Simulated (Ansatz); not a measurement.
**Li3ClO: a tetragonal deformation path**

One table from this session's results is given with a row withheld; the runs are named, their logs left out.

Program: Ansatz 0.2.0. Level of theory: DFT LDA, scalar-relativistic, plane waves, PAW. These are calculated values, not measurements.

### The starting structure

The structure is cubic, space group Pm-3m (No. 221). The conventional cell has a = 3.908 Å, b = 3.908 Å, c = 3.908 Å, α = 90.00°, β = 90.00°, γ = 90.00°. Li (site symmetry 4/mmm) is surrounded by 2 O at 1.95 Å and 8 Li at 2.76 Å and 4 Cl at 2.76 Å. Around Cl (site symmetry m-3m) lie 12 Li at 2.76 Å. O (site symmetry m-3m) has 6 Li at 1.95 Å as nearest neighbours.

Structure file:

```cif
data_structure
_symmetry_space_group_name_H-M 'Pm-3m'
_symmetry_Int_Tables_number 221
_cell_length_a 3.9083
_cell_length_b 3.9083
_cell_length_c 3.9083
_cell_angle_alpha 90.000
_cell_angle_beta 90.000
_cell_angle_gamma 90.000
_cell_volume 59.70
loop_
_atom_site_label
_atom_site_type_symbol
_atom_site_symmetry_multiplicity
_atom_site_Wyckoff_symbol
_atom_site_fract_x
_atom_site_fract_y
_atom_site_fract_z
_atom_site_occupancy
Li1 Li 3 c 0.00000 0.50000 0.50000 1
Cl1 Cl 1 a 0.00000 0.00000 0.00000 1
O1 O 1 b 0.50000 0.50000 0.50000 1
```

Source of the structure: the Materials Project (structure only).

The first run:

File input.yaml:

```yaml
crystal:
  lattice:
    - [3.908337, 0.0, 0.0]
    - [0.0, 3.908337, 0.0]
    - [0.0, 0.0, 3.908337]
  atoms:
    - { symbol: Li, position: [0.0, 0.5, 0.5] }
    - { symbol: Li, position: [0.5, 0.0, 0.5] }
    - { symbol: Li, position: [0.5, 0.5, 0.0] }
    - { symbol: Cl, position: [0.0, 0.0, 0.0] }
    - { symbol: O, position: [0.5, 0.5, 0.5] }
basis:
  ecutwfc: 420
kpoints:
  mp_grid: { grid: [6, 6, 6] }
hamiltonian:
  xc: lda
scf:
  occupations: { method: gaussian, width: 0.1 }
output:
  forces: true
  stress: true
  eigenvalues: true
```

Among the steps run: Probe: one point at the start; The reference: the undisturbed cell on the scan's mesh; At ρ = 0.707; Point ρ = 1.414; At ρ = 0.850; ρ = 1.200; ρ = 0.780; ρ = 1.300; At ρ = 0.920; At ρ = 1.100; ρ = 0.650; At ρ = 1.500; ρ = 0.960; Point ρ = 1.050.

One table of the session follows, with a row left open; its other results are not shown here.

The scan, with free energies counted from the undisturbed cell:

| ρ | ΔE (meV/atom) | pressure (GPa) | gap on the mesh (eV) |
| --- | --- | --- | --- |
| 0.650 | 493.2 | 9.8 | 2.95 |
| 0.707 | 274.2 | 3.7 | 3.62 |
| 0.780 | 118.1 | -1.1 | 4.04 |
| 0.850 | 43.6 | -3.7 | 4.26 |
| 0.920 | 10.1 | -5.0 | 4.42 |
| 0.960 | 2.3 | -5.4 | 4.51 |
| 1.000 | 0.0 | -5.5 | 4.57 |
| 1.050 | 2.9 | -5.3 | 4.39 |
| 1.100 | 10.4 | -4.9 | 4.21 |
| 1.200 | 35.3 | -3.6 | 3.98 |
| 1.300 | 69.7 | -1.6 | 3.87 |
| 1.414 | ? | ? | ? |
| 1.500 | 162.4 | 3.9 | 3.74 |

Q: Estimate the row for ρ = 1.414 from the others.

Worked estimate for «ΔE (meV/atom)». A straight line through the neighbours (1.300, 69.7) and (1.500, 162.4) gives 69.7 + (162.4 − 69.7) × (1.414 − 1.300) / (1.500 − 1.300) = 122.5; a parabola fitted to 3 rows on both sides gives 118.6.

The run gave: ΔE (meV/atom): 118.7; pressure (GPa): 1.3; gap on the mesh (eV): 3.78. In «ΔE (meV/atom)» the line misses by +3.8 and the parabola by -0.1.
